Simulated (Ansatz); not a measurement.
**C₄H₅F₃O: one species, many methods**

An exercise on one series of results from a longer session: the logs are not shown, and one member is left open.

Method: functionals in def2-TZVPP, the program's frozen cores in correlated methods; program: Ansatz 0.2.0, Gaussian basis.

Plan: LDA (SPW92), PBE-D4, revPBE-D4, BLYP-D4, r2SCAN-D4, B97M-V, PBE0-D4, B3LYP-D4, r2SCANh-D4, r2SCAN0-D4, HSE06-D4, BHLYP-D4, CAM-B3LYP-D4, LC-ωPBE, ωB97X-V, ωB97M-V, B2PLYP, PBE-QIDH; CCSD(T)/def2-SVP; MP2/def2-TZVPP; MP2/def2-QZVPP; RPA on PBE.

### The geometry

The geometry comes from an earlier relaxation with PBE0-D4 in a triple-zeta def2 set; it is a stationary point, not always the lowest conformer.

13 atoms, charge 0, spin multiplicity 1.

Atoms are counted from 1 here; the program's logs count them from 0.

Bond lengths: F1–C2 1.376 Å, C2–C3 1.515 Å, C2–O8 1.392 Å, C2–H9 1.090 Å, C3–C4 1.522 Å, C3–H10 1.092 Å, C3–H11 1.088 Å, C4–C5 1.517 Å, C4–H12 1.088 Å, C4–H13 1.090 Å, C5–F6 1.343 Å, C5–F7 1.353 Å, C5–O8 1.380 Å. Angles: F1–C2–C3 109.8°, F1–C2–O8 109.0°, F1–C2–H9 107.0°, C3–C2–O8 106.1°, C3–C2–H9 116.4°, O8–C2–H9 108.4°, C2–C3–C4 101.2°, C2–C3–H10 109.3°, C2–C3–H11 111.6°, C4–C3–H10 111.2°, C4–C3–H11 114.5°, H10–C3–H11 108.9°, C3–C4–C5 101.7°, C3–C4–H12 114.8°, C3–C4–H13 111.3°, C5–C4–H12 111.0°, C5–C4–H13 108.3°, H12–C4–H13 109.3° and more.

Set-up of the first run:

Input file in.yaml:

```yaml
crystal:
  periodic: [false, false, false]
  atoms:
    - {symbol: F, position_ang: [-1.581206, 1.158266, -0.987104]}
    - {symbol: C, position_ang: [-0.241468, 1.113272, -0.675300]}
    - {symbol: C, position_ang: [0.323824, -0.245792, -1.034628]}
    - {symbol: C, position_ang: [-0.023824, -1.048556, 0.210329]}
    - {symbol: C, position_ang: [0.075427, 0.006929, 1.295937]}
    - {symbol: F, position_ang: [-0.831733, -0.144287, 2.274430]}
    - {symbol: F, position_ang: [1.283209, -0.004875, 1.906544]}
    - {symbol: O, position_ang: [-0.092531, 1.241844, 0.703012]}
    - {symbol: H, position_ang: [0.226022, 1.974591, -1.153185]}
    - {symbol: H, position_ang: [1.405171, -0.163921, -1.162310]}
    - {symbol: H, position_ang: [-0.112216, -0.629900, -1.955014]}
    - {symbol: H, position_ang: [0.642023, -1.883640, 0.416263]}
    - {symbol: H, position_ang: [-1.052198, -1.408730, 0.175927]}
basis:
  gaussian: {orbitals: def2-TZVPP}
hamiltonian: {xc: lda}
output: {orbitals: {seedname: orbitals}}
```

Launch:

```console
> ansatz run in.yaml --threads 4 --pin off --events-out ev --progress --plain --max-ram 11315MiB
```

Among the steps run: LDA; PBE-D4 (GGA); revPBE-D4 (GGA); BLYP-D4 (GGA); r2SCAN-D4 (meta-GGA); B97M-V (meta-GGA); PBE0-D4 (hybrid); B3LYP-D4 (hybrid); r2SCANh-D4 (hybrid); r2SCAN0-D4 (hybrid); HSE06-D4 (hybrid); BHLYP-D4 (hybrid); CAM-B3LYP-D4 (range-separated); LC-ωPBE (range-separated); ωB97X-V (range-separated); ωB97M-V (range-separated); B2PLYP (double hybrid); PBE-QIDH (double hybrid).

One table of the session follows, with a row left open; its other results are not shown here.

It belongs to the step «Frontier levels by functional». 

```
  functional  HOMO (eV)  LUMO (eV)  gap (eV)
 LDA (SPW92)      -8.10       0.17      8.27
      PBE-D4      -7.88       0.32      8.21
   revPBE-D4      -7.80       0.39      8.19
     BLYP-D4      -7.81       0.28      8.09
   r2SCAN-D4      -8.29       1.11      9.40
      B97M-V      -8.45       0.49      8.95
     PBE0-D4      -9.67       1.13     10.80
    B3LYP-D4      -9.41       0.76     10.17
  r2SCANh-D4      -8.96       1.35     10.31
  r2SCAN0-D4      -9.95       1.69     11.64
    HSE06-D4      -9.26       0.76     10.02
    BHLYP-D4     -11.37       1.69     13.06
CAM-B3LYP-D4     -11.19       1.87     13.05
     LC-ωPBE     -12.49       3.21     15.70
     ωB97X-V     -12.17       3.01     15.18
     ωB97M-V          ?          ?         ?
```

**Question.** Estimate the row for ωB97M-V.

**Answer.** HOMO (eV): -12.10; LUMO (eV): 2.55; gap (eV): 14.65. In the column «HOMO (eV)» it lies between ωB97X-V (-12.17) and BHLYP-D4 (-11.37).
